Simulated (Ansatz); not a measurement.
# revPBE/cc-pVDZ run of CHFGaN (SMILES N#[C][GaH][F])

Aim: the vertical ionisation energy of CHFGaN at revPBE/cc-pVDZ, from 2 runs. 

Program for the calculation: Ansatz 0.2.0.

126 further runs of the same task are left out: 126 set aside as unsound or not needed.

**1. The structure to begin with**

The species is CHFGaN (5 atoms), meant as a singlet with charge 0. As SMILES, `N#[C][GaH][F]`. Geometry: relaxed at PBE0-D4/def2-TZVP.

Bond lengths: N1–C2 1.152 Å, C2–Ga3 1.931 Å, Ga3–F4 1.741 Å, Ga3–H5 1.539 Å. Angles: N1–C2–Ga3 177.5°, C2–Ga3–F4 112.3°, C2–Ga3–H5 127.5°, F4–Ga3–H5 120.2°.

**2. The energy at revPBE/cc-pVDZ**

input.yaml

```yaml
crystal:
  periodic: [false, false, false]
  atoms:
    - symbol: "N"
      position_ang: [1.214000, -1.657200, 1.266000]
    - symbol: C
      position_ang: [0.641000, -0.864700, 0.656300]
    - symbol: Ga
      position_ang: [-0.259700, 0.519000, -0.345500]
    - symbol: F
      position_ang: [-1.724700, -0.053500, -1.092600]
    - symbol: H
      position_ang: [0.179200, 1.982700, -0.525600]
basis:
  gaussian:
    orbitals: cc-pVDZ
hamiltonian:
  xc: {name: revPBE}
accuracy: high
output:
  orbitals: {seedname: orbitals}
```

On the command line:

```bash
$ ansatz run input.yaml --threads 1 --pin off --max-ram 3480MiB --events-out events.jsonl --progress --plain --runs-dir runs
```

The log of the run:

```text
Warning: RAYON_NUM_THREADS=1 ignored (pool sized by the plan → 1); use --threads N
Functional definition: revPBE
  name "revPBE"
  parameter kappa = 1.245
  parameter beta = 0.06672455060314922
  exchange = pbe_x(kappa = kappa, mu = beta*pi^2/3)
  correlation = pbe_c(beta = beta)
1569 factors; integrals over basis functions are off by at most 4.4e-9 eV
mean field evaluation 1: about -57625.9159 eV, gradient 5.4e1 eV
mean field evaluation 2: about -57585.7831 eV, gradient 1.5e2 eV
mean field evaluation 4: about -57631.7527 eV, gradient 1.7e1 eV
mean field evaluation 8: about -57632.3670 eV, gradient 3.4e-1 eV
mean field evaluation 16: about -57632.3673 eV, gradient 9.0e-6 eV
mean field -57632.36733763 eV, -2117.9504350362 hartree, gradient 1.9e-8 eV, S^2 0.000000; 0 other end points of the search recorded, 0 dependent functions left out
reference -57632.36734201 eV, -2117.9504351974 hartree; 27, 27 occupied and 47, 47 virtual orbitals, 1569 factors
Total energy: -57632.36734201 eV, -2117.9504351974 hartree
```

Run time: 4.5 s. Hardware: 1 thread of Arm Neoverse V2, shared host; peak memory 0.17 GiB.

**3. The doublet cation**

run.yaml

```yaml
crystal:
  periodic: [false, false, false]
  atoms:
    - {symbol: N, position_ang: [1.214000, -1.657200, 1.266000]}
    - {symbol: C, position_ang: [0.641000, -0.864700, 0.656300]}
    - {symbol: Ga, position_ang: [-0.259700, 0.519000, -0.345500]}
    - {symbol: F, position_ang: [-1.724700, -0.053500, -1.092600]}
    - {symbol: H, position_ang: [0.179200, 1.982700, -0.525600]}
basis:
  gaussian: {orbitals: cc-pVDZ}
output: {orbitals: {seedname: orbitals}}
magnetization: {spin_polarized: true, initial_magnetization: 1}
accuracy: high
hamiltonian: {xc: {name: revPBE}}
total_charge: 1
```

On the command line:

```bash
$ ansatz run run.yaml --threads 1 --pin off --max-ram 3480MiB --events-out events.jsonl --progress --plain --runs-dir runs
```

The log of the run:

```text
Warning: RAYON_NUM_THREADS=1 ignored (pool sized by the plan → 1); use --threads N
[... 6 set-up lines as earlier in the session ...]
1569 factors; integrals over basis functions are off by at most 4.4e-9 eV
mean field evaluation 1: about -57599.5822 eV, gradient 6.7e1 eV
mean field evaluation 2: about -57293.3274 eV, gradient 2.2e2 eV
mean field evaluation 4: about -57598.0965 eV, gradient 7.0e1 eV
mean field evaluation 8: about -57620.6658 eV, gradient 4.3e0 eV
mean field evaluation 16: about -57620.8061 eV, gradient 7.0e-3 eV
mean field evaluation 32: about -57620.8061 eV, gradient 9.4e-8 eV
mean field evaluation 64: about -57620.2544 eV, gradient 9.1e0 eV
mean field -57620.80612715 eV, -2117.5255683876 hartree, gradient 9.4e-8 eV, S^2 0.754728; 8 other end points of the search recorded, 0 dependent functions left out
reference -57620.80613166 eV, -2117.5255685532 hartree; 27, 26 occupied and 47, 48 virtual orbitals, 1569 factors
Total energy: -57620.80613166 eV, -2117.5255685532 hartree
```

It took 14 s on 1 thread of Arm Neoverse V2, shared host; peak memory 0.22 GiB.

**4. Outcome**

At revPBE/cc-pVDZ:

| quantity | value |
| --- | --- |
| singlet CHFGaN: total energy | -2117.95044 Eh |
| singlet CHFGaN: HOMO energy | -8.19 eV |
| singlet CHFGaN: LUMO energy | -3.10 eV |
| singlet CHFGaN: HOMO–LUMO gap | 5.09 eV |
| doublet cation: total energy | -2117.52557 Eh |
| doublet cation: HOMO energy (highest over α and β) | -15.43 eV |
| doublet cation: LUMO energy (lowest over α and β) | -14.91 eV |
| doublet cation: ⟨S²⟩ | 0.755 |
| vertical ionisation energy (to the doublet cation) | 11.561 eV |

What this shows: The vertical ionisation energy comes to 11.56 eV (1115 kJ/mol). The negative HOMO energy of the first species, 8.19 eV, lies 3.37 eV below that difference.
